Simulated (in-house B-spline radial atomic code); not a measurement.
# Rb⁺: density, ELF and screening along the radius

The task here is to estimate one member of a computed series from the others.

Program: in-house B-spline radial atomic code version 1. Level of theory: several methods, spin-polarised, as named in each step; spherical all-electron atom at the radial basis limit. These are calculated values, not measurements, unless marked.

## The system

* element: rubidium (Z = 37)
* charge: +1
* electrons: 36
* configuration: [Ar] 3d10 4s2 4p6
* nucleus: point (non-relativistic runs) or finite (X2C runs)

Outer shells as boxes (Hund's rule):

[Ar] 3d10 4s2 4p6
```
[Ar] core
3d [↑↓][↑↓][↑↓][↑↓][↑↓]
4s [↑↓]
4p [↑↓][↑↓][↑↓]
```

Where spins are not typed, each open shell is filled with up spins first.

The first run:

Settings, as recorded:

```ini
Z = 37
electrons = 36.0
configuration = [Ar] 3d10 4s2 4p6
hamiltonian = nr
method = lda,vwn
spin_polarised = True
```

Started as:

```sh
python run_scf.py task.json out
```

task.json lists these runs, among others, and the program works through them in turn.

Steps of the session up to this table: LDA (VWN5), non-rel.; PBE, non-rel.; Hartree-Fock, non-rel.; r2SCAN0, non-rel..

One of the session's tables, all rows but one given; the rest of the session is left out.

The record's radial tables, every 4th point:

| r (bohr) | 4πr²n (1/bohr) | screened charge r·V (e) |
| --- | --- | --- |
| 0.00583 | 9.732 | 35.91 |
| 0.0129 | 28.33 | 34.66 |
| 0.0285 | 45.46 | 32.26 |
| 0.0629 | 38.03 | 28.15 |
| 0.139 | 54.48 | 21.61 |
| 0.307 | 33.38 | 13.47 |
| 0.679 | 19.40 | 5.984 |
| 1.50 | ? | ? |
| 3.32 | 0.3154 | 1.016 |

Estimate the missing values for r (bohr) = 1.50.

Worked estimate for «4πr²n (1/bohr)». A straight line through the neighbours (0.679, 19.40) and (3.32, 0.3154) gives 19.40 + (0.3154 − 19.40) × (1.50 − 0.679) / (3.32 − 0.679) = 13.467; a parabola fitted to 3 rows on both sides gives -1.586, of a sign that no row has.

As computed: 4πr²n (1/bohr): 6.070; screened charge r·V (e): 2.095. In «4πr²n (1/bohr)» the line misses by +7.397 and the parabola by -7.656. The values bend between the rows more than so simple an estimate can follow.

Limits of these values: Meta-GGA runs start from a PBE run whose iterations are not counted.
